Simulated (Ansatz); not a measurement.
# Hf2N: response to uniaxial strain along c

The task here is to estimate one member of a computed series from the others.

Method: DFT PBEsol, scalar-relativistic, plane waves, PAW, in Ansatz 0.2.0.

### The system as given

Symmetry: P4_2/mnm, No. 136, tetragonal system. Conventional cell: a = 5.296 Å, b = 5.296 Å, c = 3.227 Å, α = 90.00°, β = 90.00°, γ = 90.00°. Hf (site symmetry m2m) is surrounded by 3 N at 2.21 to 2.22 Å. N (site symmetry mmm) has 6 Hf at 2.21 to 2.22 Å as nearest neighbours.

Structure file:

```xyz
6
Lattice="5.2955 0.0000 0.0000 0.0000 5.2955 0.0000 0.0000 0.0000 3.2274" Properties=species:S:1:pos:R:3 pbc="T T T"
Hf    1.5646    1.5646    0.0000
Hf    3.7309    3.7309    0.0000
Hf    4.2124    1.0831    1.6137
Hf    1.0831    4.2124    1.6137
N     0.0000    0.0000    0.0000
N     2.6478    2.6478    1.6137
```

It goes back to an entry of the Materials Project, which need not be the stable form.

It is the result of an earlier relaxation at this level (volume 15.08 Å³/atom; gap on the mesh: none (metal)).

Set-up of the first run:

Contents of input.yaml:

```yaml
crystal:
  lattice:
    - [5.295538926, 0.0, 0.0]
    - [0.0, 5.295538926, 0.0]
    - [0.0, 0.0, 3.2274489818]
  atoms:
    - { symbol: Hf, position: [0.2954633021, 0.2954633021, 0.0] }
    - { symbol: Hf, position: [0.7045366979, 0.7045366979, 0.0] }
    - { symbol: Hf, position: [0.7954633021, 0.2045366979, 0.5] }
    - { symbol: Hf, position: [0.2045366979, 0.7954633021, 0.5] }
    - { symbol: "N", position: [0.0, 0.0, 0.0] }
    - { symbol: "N", position: [0.5, 0.5, 0.5] }
basis:
  ecutwfc: 420
kpoints:
  mp_grid: { grid: [8, 8, 12] }
hamiltonian:
  xc: pbesol
scf:
  occupations: { method: gaussian, width: 0.1 }
output:
  forces: true
  stress: true
  eigenvalues: true
```

The run is started by

```
$ ansatz run input.yaml --threads 1 --pin off --max-ram 2560MiB --backend cpu --events-out ev --progress --plain --runs-dir out
```

Among the steps run: Zero strain; At -1.0 %; Strain +1.0 %; Strain -2.0 %; Strain +2.0 %; Strain -3.0 %; The cell strained by +3.0 %.

One table of the session follows, with a row left open; its other results are not shown here.

Lengths are those of the vectors of the cell that was run; stresses in GPa:

```
strain (%)  ΔE (meV/atom)  a (Å)  b (Å)  c (Å)
      -3.0           16.9  5.332  5.332  3.131
      -2.0            7.4  5.319  5.319  3.163
      -1.0            1.8  5.307  5.307  3.195
      +0.0            0.0  5.296  5.296  3.227
      +1.0            1.7  5.284  5.284  3.260
      +2.0              ?      ?      ?      ?
      +3.0           14.5  5.261  5.261  3.324
```

**Question.** Estimate the row for strain (%) = +2.0.

Worked estimate for «ΔE (meV/atom)». A straight line through the neighbours (1.0, 1.7) and (3.0, 14.5) gives 1.7 + (14.5 − 1.7) × (2.0 − 1.0) / (3.0 − 1.0) = 8.1; a parabola fitted to 3 rows on both sides gives 6.5.

The run gave: ΔE (meV/atom): 6.6; a (Å): 5.272; b (Å): 5.272; c (Å): 3.292. In «ΔE (meV/atom)» the line misses by +1.5 and the parabola by -0.1.

ΔE is over the unstrained cell. Stress in GPa, positive in compression, on the Cartesian axes of the input. 
